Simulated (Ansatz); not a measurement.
# FGeH5O2Si: how energies converge with the basis set

Aim: see how fast density functionals converge with the basis set for FGeH5O2Si.

The runs use Ansatz 0.2.0, Gaussian basis; one geometry, several basis sets.

Plan: PBE0-D4/def2-SVP; ωB97M-V/def2-SVP; PBE0-D4/def2-QZVPP; ωB97M-V/def2-QZVPP; the functionals' def2-TZVPP values are taken from earlier runs.

## Step 1: Structure used throughout

The geometry comes from an earlier relaxation with PBE0-D4 in a triple-zeta def2 set; it is a stationary point, not always the lowest conformer.

10 atoms, charge 0, spin multiplicity 1.

Atoms are counted from 1 here; the program's logs count them from 0.

Bond lengths: O1–Ge2 1.787 Å, O1–H6 0.961 Å, Ge2–Si3 2.391 Å, Ge2–H7 1.538 Å, Ge2–H8 1.541 Å, Si3–O4 1.641 Å, Si3–F5 1.600 Å, Si3–H9 1.486 Å, O4–H10 0.959 Å. Angles: Ge2–O1–H6 110.4°, O1–Ge2–Si3 105.3°, O1–Ge2–H7 107.8°, O1–Ge2–H8 108.1°, Si3–Ge2–H7 113.7°, Si3–Ge2–H8 112.5°, H7–Ge2–H8 109.1°, Ge2–Si3–O4 101.3°, Ge2–Si3–F5 111.6°, Ge2–Si3–H9 117.6°, O4–Si3–F5 110.4°, O4–Si3–H9 110.9°, F5–Si3–H9 105.1°, Si3–O4–H10 119.8°.

## Step 2: PBE0-D4 in def2-SVP

File in.yaml:

```yaml
crystal:
  periodic: [false, false, false]
  atoms:
    - {symbol: O, position_ang: [-1.248802, 0.471898, 1.735287]}
    - {symbol: Ge, position_ang: [-1.028836, 0.972383, 0.033656]}
    - {symbol: Si, position_ang: [0.771028, -0.368144, -0.791083]}
    - {symbol: O, position_ang: [1.063001, -1.341027, 0.497499]}
    - {symbol: F, position_ang: [2.061202, 0.518005, -1.123943]}
    - {symbol: H, position_ang: [-0.651250, -0.249392, 1.951952]}
    - {symbol: H, position_ang: [-0.731353, 2.481558, 0.021112]}
    - {symbol: H, position_ang: [-2.350083, 0.711833, -0.715824]}
    - {symbol: H, position_ang: [0.526220, -1.171575, -2.016694]}
    - {symbol: H, position_ang: [1.671972, -2.076839, 0.411036]}
basis:
  gaussian: {orbitals: def2-SVP}
hamiltonian: {xc: pbe0, dispersion: d4}
output: {orbitals: {seedname: orbitals}}
```

The run is started by

```bash
ansatz run in.yaml --threads 4 --pin off --events-out ev --progress --plain --max-ram 10444MiB
```

Further steps of the session: ωB97M-V in def2-SVP; PBE0-D4 in def2-QZVPP; ωB97M-V in def2-QZVPP.

Q: Predict the results of all the runs planned. Wanted: PBE0-D4: double and triple zeta above quadruple; ωB97M-V: double and triple zeta above quadruple.

**Answer**, as computed:

| quantity | value |
| --- | --- |
| PBE0-D4: double and triple zeta above quadruple | 20.84, 1.91 eV |
| ωB97M-V: double and triple zeta above quadruple | 20.94, 1.84 eV |

**Reading.** PBE0-D4 gains 18.94 eV from double to triple zeta, then 1.91 eV more. These are total energies; as a rule much of such shifts cancels in differences, which this series doesn't test. The LUMO of ωB97M-V is positive and keeps falling with the basis (1.55 to 0.70 eV): an unbound level that the basis holds in place.
